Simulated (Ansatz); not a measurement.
# C₂H₆SSi: basis-set convergence

The task here is to estimate one member of a computed series from the others.

Program: Ansatz 0.2.0, Gaussian basis. Level of theory: one geometry, several basis sets. These are calculated values, not measurements.

Plan: PBE0-D4/def2-SVP; ωB97M-V/def2-SVP; PBE0-D4/def2-QZVPP; ωB97M-V/def2-QZVPP; the functionals' def2-TZVPP values are taken from earlier runs.

**The relaxed structure**

All runs share one geometry, relaxed beforehand with PBE0-D4 in a triple-zeta def2 set.

10 atoms, charge 0, spin multiplicity 1.

Atoms are counted from 1 here; the program's logs count them from 0.

Bond lengths: C1–Si2 1.881 Å, C1–S4 1.833 Å, C1–H5 1.089 Å, C1–H6 1.091 Å, Si2–C3 1.881 Å, Si2–H7 1.486 Å, Si2–H8 1.491 Å, C3–S4 1.833 Å, C3–H9 1.089 Å, C3–H10 1.091 Å. Angles: Si2–C1–S4 88.4°, Si2–C1–H5 117.2°, Si2–C1–H6 116.3°, S4–C1–H5 112.1°, S4–C1–H6 111.6°, H5–C1–H6 109.7°, C1–Si2–C3 87.8°, C1–Si2–H7 111.6°, C1–Si2–H8 117.9°, C3–Si2–H7 111.6°, C3–Si2–H8 117.9°, H7–Si2–H8 108.8°, Si2–C3–S4 88.4°, Si2–C3–H9 117.2°, Si2–C3–H10 116.3°, S4–C3–H9 112.1°, S4–C3–H10 111.6°, H9–C3–H10 109.7° and more.

Set-up of the first run:

The input, in.yaml:

```yaml
crystal:
  periodic: [false, false, false]
  atoms:
    - {symbol: C, position_ang: [-1.119831, 0.378915, -0.678066]}
    - {symbol: Si, position_ang: [0.037481, -0.936555, 0.005350]}
    - {symbol: C, position_ang: [1.080422, 0.455401, 0.720628]}
    - {symbol: S, position_ang: [0.202012, 1.616478, -0.393078]}
    - {symbol: H, position_ang: [-1.391391, 0.304034, -1.730270]}
    - {symbol: H, position_ang: [-2.008383, 0.597293, -0.083956]}
    - {symbol: H, position_ang: [0.753182, -1.653582, -1.081277]}
    - {symbol: H, position_ang: [-0.529389, -1.939338, 0.951903]}
    - {symbol: H, position_ang: [2.150972, 0.427181, 0.521602]}
    - {symbol: H, position_ang: [0.908126, 0.698673, 1.770063]}
basis:
  gaussian: {orbitals: def2-SVP}
hamiltonian: {xc: pbe0, dispersion: d4}
output: {orbitals: {seedname: orbitals}}
```

Launch:

```sh
> ansatz run in.yaml --threads 2 --pin off --events-out ev --progress --plain --max-ram 4352MiB
```

Among the steps run: PBE0-D4 in def2-SVP; ωB97M-V in def2-SVP; PBE0-D4 in def2-QZVPP; ωB97M-V in def2-QZVPP.

One of the session's tables, all rows but one given; the rest of the session is left out.

| functional | basis | HOMO (eV) | LUMO (eV) |
| --- | --- | --- | --- |
| PBE0-D4 | def2-SVP | -6.35 | 0.07 |
| PBE0-D4 | def2-TZVPP | -6.45 | -0.38 |
| PBE0-D4 | def2-QZVPP | ? | ? |
| ωB97M-V | def2-SVP | -8.54 | 2.04 |
| ωB97M-V | def2-TZVPP | -8.65 | 1.33 |
| ωB97M-V | def2-QZVPP | -8.68 | 1.00 |

**Question.** Estimate the row for PBE0-D4, def2-QZVPP.

As computed: HOMO (eV): -6.48; LUMO (eV): -0.50. In the column «HOMO (eV)» it lies between ωB97M-V, def2-SVP (-8.54) and PBE0-D4, def2-TZVPP (-6.45).
